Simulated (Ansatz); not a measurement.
# Br₂+ (doublet): basis-set convergence

An exercise on one series of results from a longer session: the logs are not shown, and one member is left open.

Program: Ansatz 0.2.0, Gaussian basis. Level of theory: one geometry, several basis sets. These are calculated values, not measurements.

Levels to be run: PBE0-D4/def2-SVP; ωB97M-V/def2-SVP; PBE0-D4/def2-QZVPP; ωB97M-V/def2-QZVPP; the functionals' def2-TZVPP values are taken from earlier runs.

## The geometry

The geometry comes from an earlier relaxation with PBE0-D4 in a triple-zeta def2 set; it is a stationary point.

SMILES `Br[Br+]`, 2 atoms, charge 1, spin multiplicity 2.

Atoms are counted from 1 here; the program's logs count them from 0.

Bond lengths: Br1–Br2 2.191 Å.

As a file:

```tsv
atom	x (Å)	y (Å)	z (Å)
Br1	0.9346	-0.3126	0.4788
Br2	-0.9346	0.3126	-0.4788
```

Set-up of the first run:

Input file in.yaml:

```yaml
crystal:
  periodic: [false, false, false]
  atoms:
    - {symbol: Br, position_ang: [0.934605, -0.312595, 0.478848]}
    - {symbol: Br, position_ang: [-0.934605, 0.312595, -0.478848]}
basis:
  gaussian: {orbitals: def2-SVP}
total_charge: 1
magnetization: {spin_polarized: true, initial_magnetization: 1}
hamiltonian: {xc: pbe0, dispersion: d4}
output: {orbitals: {seedname: orbitals}}
```

Launch:

```console
> ansatz run in.yaml --threads 2 --pin off --events-out ev --progress --plain --max-ram 32768MiB --backend cpu
```

Steps of the session up to this table: PBE0-D4 in def2-SVP; ωB97M-V in def2-SVP; PBE0-D4 in def2-QZVPP; ωB97M-V in def2-QZVPP.

One table of the session follows, with a row left open; its other results are not shown here.

It belongs to the step «Functionals by basis». 

| functional | basis | HOMO (eV) | LUMO (eV) |
| --- | --- | --- | --- |
| PBE0-D4 | def2-SVP | -15.17 | -13.11 |
| PBE0-D4 | def2-TZVPP | -15.06 | -12.90 |
| PBE0-D4 | def2-QZVPP | -15.05 | -12.89 |
| ωB97M-V | def2-SVP | -17.39 | -11.06 |
| ωB97M-V | def2-TZVPP | -17.27 | -10.87 |
| ωB97M-V | def2-QZVPP | ? | ? |

**Question.** Estimate the row for ωB97M-V, def2-QZVPP.

As computed: HOMO (eV): -17.27; LUMO (eV): -10.86.
